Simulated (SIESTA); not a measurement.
Sr2TiBiO6 under changes of volume

One of the cells (14.404 Å³/atom); the others are scaled copies at fixed shape and fractional positions:

```
Bi Sr Ti O
1.0
     0.00000    4.16054    4.16054
     4.16054    0.00000    4.16054
     4.16054    4.16054    0.00000
Bi Sr Ti O
1 2 1 6
Direct
  0.00000 0.00000 0.00000
  0.75000 0.75000 0.75000
  0.25000 0.25000 0.25000
  0.50000 0.50000 0.50000
  0.73590 0.73590 0.26410
  0.26410 0.26410 0.73590
  0.73590 0.26410 0.73590
  0.26410 0.73590 0.26410
  0.26410 0.73590 0.73590
  0.73590 0.26410 0.26410
```

The cell comes from a database or a generator and needn't be the stable form of this composition.

| Quantity | Value |
| --- | --- |
| Program | SIESTA 5.4.2 |
| Functional | LDA |
| Potentials or basis | PseudoDojo 0.4 standard (LDA files) |
| Basis | DZP (energy shift 0.003 Ry; two zetas on semicore shells; d shell added on Sr) |
| Grid cutoff | 800 Ry |
| Energy shift | 0.003 Ry |
| k mesh | 4 × 4 × 4 |
| Occupations | fermi-dirac, width 0.05 eV |
| Spin | no spin polarisation |

```tsv
volume (Å³/atom)	energy over the lowest point (meV/atom)	pressure (GPa)	largest force (eV/Å)
13.540	0.00	1.6	0.230
13.828	0.26	-1.7	0.269
14.116	6.07	-4.7	0.301
14.404	16.89	-7.3	0.336
14.692	32.13	-9.6	0.371
14.980	51.36	-11.7	0.402
15.268	?	?	?
```

What does the run at 15.268 Å³/atom give?

Energy over the lowest point 74.07 meV/atom; pressure -13.5 GPa; largest force 0.430 eV/Å.

Worked out: A Birch-Murnaghan fit of order 3 (a polynomial in V^(-2/3)) to the other rows has its minimum at 13.67 Å³/atom with B0 = V·E''(V) = 156 GPa and B' = 4.4 at fixed shape and positions, which overstates the stiffness. It gives 74.14 meV/atom at 15.268 Å³/atom, against the run's 74.07, and -dE/dV = -13.6 GPa, against -13.5.

Energies are extrapolated to zero smearing.

Caveats: the basis of atomic orbitals isn't converged, which shifts pressures, moduli and gaps; an odd number of electrons without spin polarisation forces a metal; a magnetic or distorted state may lie lower.
